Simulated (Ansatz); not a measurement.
# SnB27As26: the cost of one run

Method: DFT, PBE, plane-wave PAW, default files, scalar-relativistic, in Ansatz 0.2.0.

1 further run of the same task is left out (it didn't finish).

## (1) The system as given

Symmetry: R3m, No. 160, trigonal system. The conventional cell has a = 10.134 Å, b = 10.134 Å, c = 24.822 Å, α = 90.00°, β = 90.00°, γ = 120.00°. B (site symmetry 3m) is surrounded by 3 As at 2.07 Å and 1 Sn at 2.19 Å. B (site symmetry m) has 1 Sn at 2.03 Å and 3 As at 2.07 Å as nearest neighbours. B (site symmetry m) has 4 As at 2.07 Å as nearest neighbours. B (site symmetry 1) is surrounded by 4 As at 2.07 Å. B (site symmetry 3m) has 4 As at 2.07 Å as nearest neighbours. Only part of the 20 independent sites is listed.

As a file:

```cif
data_structure
_symmetry_space_group_name_H-M 'R3m:H'
_symmetry_Int_Tables_number 160
_cell_length_a 10.1335
_cell_length_b 10.1335
_cell_length_c 24.8220
_cell_angle_alpha 90.000
_cell_angle_beta 90.000
_cell_angle_gamma 120.000
_cell_volume 2207.45
loop_
_atom_site_label
_atom_site_type_symbol
_atom_site_symmetry_multiplicity
_atom_site_Wyckoff_symbol
_atom_site_fract_x
_atom_site_fract_y
_atom_site_fract_z
_atom_site_occupancy
B1 B 3 a 0.00000 0.00000 0.00000 1
B2 B 9 b 0.11111 0.88889 0.88889 1
B3 B 9 b 0.22222 0.77778 0.77778 1
B4 B 9 b 0.88889 0.44444 0.11111 1
B5 B 18 c 0.00000 0.33333 0.00000 1
B6 B 9 b 0.11111 0.55556 0.88889 1
B7 B 3 a 0.66667 0.33333 0.00000 1
B8 B 9 b 0.77778 0.22222 0.88889 1
B9 B 9 b 0.88889 0.44444 0.77778 1
B10 B 3 a 0.33333 0.66667 0.00000 1
Sn1 Sn 3 a 0.66667 0.33333 0.24517 1
As1 As 9 b 0.77778 0.22222 0.13889 1
As2 As 9 b 0.88889 0.11111 0.02778 1
As3 As 9 b 0.88889 0.44444 0.02778 1
As4 As 18 c 0.00000 0.33333 0.91667 1
As5 As 9 b 0.11111 0.55556 0.80556 1
As6 As 3 a 0.66667 0.33333 0.91667 1
As7 As 9 b 0.77778 0.22222 0.80556 1
As8 As 9 b 0.55556 0.77778 0.02778 1
As9 As 3 a 0.33333 0.66667 0.91667 1
```

Atom 28 of the input is the impurity.

## (2) Relaxing the atoms in the given cell

input.yaml

```yaml
crystal:
  lattice:
    - [0.0, 7.1655, 7.1655]
    - [7.1655, 0.0, 7.1655]
    - [7.1655, 7.1655, 0.0]
  atoms:
    - { symbol: B, position: [0.0, 0.0, 0.0] }
    - { symbol: B, position: [0.0, 0.0, 0.3333333333] }
    - { symbol: B, position: [0.0, 0.0, 0.6666666667] }
    - { symbol: B, position: [0.0, 0.3333333333, 0.0] }
    - { symbol: B, position: [0.0, 0.3333333333, 0.3333333333] }
    - { symbol: B, position: [0.0, 0.3333333333, 0.6666666667] }
    - { symbol: B, position: [0.0, 0.6666666667, 0.0] }
    - { symbol: B, position: [0.0, 0.6666666667, 0.3333333333] }
    - { symbol: B, position: [0.0, 0.6666666667, 0.6666666667] }
    - { symbol: B, position: [0.3333333333, 0.0, 0.0] }
    - { symbol: B, position: [0.3333333333, 0.0, 0.3333333333] }
    - { symbol: B, position: [0.3333333333, 0.0, 0.6666666667] }
    - { symbol: B, position: [0.3333333333, 0.3333333333, 0.0] }
    - { symbol: B, position: [0.3333333333, 0.3333333333, 0.3333333333] }
    - { symbol: B, position: [0.3333333333, 0.3333333333, 0.6666666667] }
    - { symbol: B, position: [0.3333333333, 0.6666666667, 0.0] }
    - { symbol: B, position: [0.3333333333, 0.6666666667, 0.3333333333] }
    - { symbol: B, position: [0.3333333333, 0.6666666667, 0.6666666667] }
    - { symbol: B, position: [0.6666666667, 0.0, 0.0] }
    - { symbol: B, position: [0.6666666667, 0.0, 0.3333333333] }
    - { symbol: B, position: [0.6666666667, 0.0, 0.6666666667] }
    - { symbol: B, position: [0.6666666667, 0.3333333333, 0.0] }
    - { symbol: B, position: [0.6666666667, 0.3333333333, 0.3333333333] }
    - { symbol: B, position: [0.6666666667, 0.3333333333, 0.6666666667] }
    - { symbol: B, position: [0.6666666667, 0.6666666667, 0.0] }
    - { symbol: B, position: [0.6666666667, 0.6666666667, 0.3333333333] }
    - { symbol: B, position: [0.6666666667, 0.6666666667, 0.6666666667] }
    - { symbol: Sn, position: [0.0881677505, 0.0881677505, 0.0881677505], spin: 1.0 }
    - { symbol: As, position: [0.0833333333, 0.0833333333, 0.4166666667] }
    - { symbol: As, position: [0.0833333333, 0.0833333333, 0.75] }
    - { symbol: As, position: [0.0833333333, 0.4166666667, 0.0833333333] }
    - { symbol: As, position: [0.0833333333, 0.4166666667, 0.4166666667] }
    - { symbol: As, position: [0.0833333333, 0.4166666667, 0.75] }
    - { symbol: As, position: [0.0833333333, 0.75, 0.0833333333] }
    - { symbol: As, position: [0.0833333333, 0.75, 0.4166666667] }
    - { symbol: As, position: [0.0833333333, 0.75, 0.75] }
    - { symbol: As, position: [0.4166666667, 0.0833333333, 0.0833333333] }
    - { symbol: As, position: [0.4166666667, 0.0833333333, 0.4166666667] }
    - { symbol: As, position: [0.4166666667, 0.0833333333, 0.75] }
    - { symbol: As, position: [0.4166666667, 0.4166666667, 0.0833333333] }
    - { symbol: As, position: [0.4166666667, 0.4166666667, 0.4166666667] }
    - { symbol: As, position: [0.4166666667, 0.4166666667, 0.75] }
    - { symbol: As, position: [0.4166666667, 0.75, 0.0833333333] }
    - { symbol: As, position: [0.4166666667, 0.75, 0.4166666667] }
    - { symbol: As, position: [0.4166666667, 0.75, 0.75] }
    - { symbol: As, position: [0.75, 0.0833333333, 0.0833333333] }
    - { symbol: As, position: [0.75, 0.0833333333, 0.4166666667] }
    - { symbol: As, position: [0.75, 0.0833333333, 0.75] }
    - { symbol: As, position: [0.75, 0.4166666667, 0.0833333333] }
    - { symbol: As, position: [0.75, 0.4166666667, 0.4166666667] }
    - { symbol: As, position: [0.75, 0.4166666667, 0.75] }
    - { symbol: As, position: [0.75, 0.75, 0.0833333333] }
    - { symbol: As, position: [0.75, 0.75, 0.4166666667] }
    - { symbol: As, position: [0.75, 0.75, 0.75] }
magnetization:
  spin_polarized: true
kpoints:
  mp_grid: { grid: [2, 2, 2] }
scf:
  occupations: { method: fermi_dirac, width: 0.01 }
hamiltonian:
  xc: pbe
  pseudopotentials: { kind: paw }
output:
  forces: true
  stress: true
  populations: true
  efg:
    quadrupole_moments_barn: { B: 0.04059, Sn: -0.132, As: 0.311 }
    contact_densities: true
  write_density: true
  write_potential: true
  elf: true
  volumetric_format: npy
relax:
  f_tol: 0.03
  max_steps: 40
```

Command:

```bash
$ ansatz run input.yaml --threads 4 --pin off --max-ram 10240MiB --backend cpu --events-out ev --progress --plain --runs-dir out
```

**Question.** How long does this run take on 4 threads of Arm Neoverse V1, shared host, and how much memory does it need?

About 4.8 min, with a peak of 5 GiB.
